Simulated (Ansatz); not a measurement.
**The cluster Mn6+: the relaxed shape and its frontier levels**

Aim: characterise the cluster Mn6+ as a multiplicity 24: its structure, frontier levels and distribution of charge and spin.

Method: UKS PBE0-D4/def2-TZVP; program: Ansatz 0.2.0, Gaussian basis.

Levels to be run: relaxation at PBE0-D4/def2-SVP; a search for the lowest solution at PBE-D4/def2-SVP; a single point at PBE0-D4/def2-TZVP.

8 further runs of the same task are left out: 7 that didn't finish, 1 set aside as unsound or not needed. Runs told in other sessions of the task aren't counted.

## Step 1: Where the work starts

6 atoms, charge 1, spin multiplicity 24.

Atoms are counted from 1 here; the program's logs count them from 0.

Bond lengths: Mn1–Mn2 2.481 Å, Mn1–Mn3 2.487 Å, Mn1–Mn4 2.410 Å, Mn1–Mn6 2.413 Å, Mn2–Mn3 2.491 Å, Mn2–Mn4 2.476 Å, Mn2–Mn5 2.475 Å, Mn3–Mn4 2.474 Å, Mn3–Mn5 2.468 Å, Mn4–Mn5 2.409 Å, Mn4–Mn6 2.378 Å. Angles: Mn2–Mn1–Mn3 60.2°, Mn2–Mn1–Mn4 60.8°, Mn2–Mn1–Mn6 113.7°, Mn3–Mn1–Mn4 60.7°, Mn3–Mn1–Mn6 108.4°, Mn4–Mn1–Mn6 59.1°, Mn1–Mn2–Mn3 60.0°, Mn1–Mn2–Mn4 58.2°, Mn1–Mn2–Mn5 107.1°, Mn3–Mn2–Mn4 59.7°, Mn3–Mn2–Mn5 59.6°, Mn4–Mn2–Mn5 58.2°, Mn1–Mn3–Mn2 59.8°, Mn1–Mn3–Mn4 58.1°, Mn1–Mn3–Mn5 107.1°, Mn2–Mn3–Mn4 59.8°, Mn2–Mn3–Mn5 59.9°, Mn4–Mn3–Mn5 58.4° and more.

No spin-orbit coupling is included. The ion is computed in the gas phase, without counter-ions or solvent.

The start is a GFN1-xTB geometry.

## Step 2: Optimising with PBE0-D4/def2-SVP

The input, in.yaml:

```yaml
crystal:
  periodic: [false, false, false]
  atoms:
    - {symbol: Mn, position_ang: [1.209060, -1.081910, -0.443610]}
    - {symbol: Mn, position_ang: [-0.464840, 0.276900, -1.671080]}
    - {symbol: Mn, position_ang: [-1.192350, -1.207970, 0.191950]}
    - {symbol: Mn, position_ang: [0.180160, 0.796070, 0.662460]}
    - {symbol: Mn, position_ang: [-2.117660, 1.071300, -0.008230]}
    - {symbol: Mn, position_ang: [2.385630, 0.145610, 1.268510]}
basis:
  gaussian: {orbitals: def2-SVP}
total_charge: 1
magnetization: {spin_polarized: true, initial_magnetization: 23}
hamiltonian: {xc: pbe0, dispersion: d4}
scf: {lower_state_search: "off"}
output: {orbitals: {seedname: orbitals}}
relax: {f_tol: 0.02, max_steps: 100}
```

Launch:

```bash
> ansatz run in.yaml --threads 4 --pin off --events-out ev --progress --plain --max-ram 4787MiB
```

Further steps of the session: Searching for the lowest solution, PBE-D4/def2-SVP; Single point, PBE0-D4/def2-TZVP.

Q: Predict the results of all the runs planned. Wanted: point group; commonest bond; HOMO, LUMO at PBE0-D4/def2-TZVP; ⟨S²⟩.

**Answer**, as computed:

| quantity | value |
| --- | --- |
| point group | Cs |
| commonest bond | Mn–Mn, 12 of mean length 2.982 Å |
| HOMO, LUMO at PBE0-D4/def2-TZVP (over both spins) | -7.55, -6.52 eV |
| ⟨S²⟩ | 148.213 |

The relaxation broke 0 and made 1 bonds, so the end is another structure than the start. No usable vibrations, so a minimum isn't proven. Doubts on the single point: spin contamination. Whether this spin is the lowest isn't tested here.
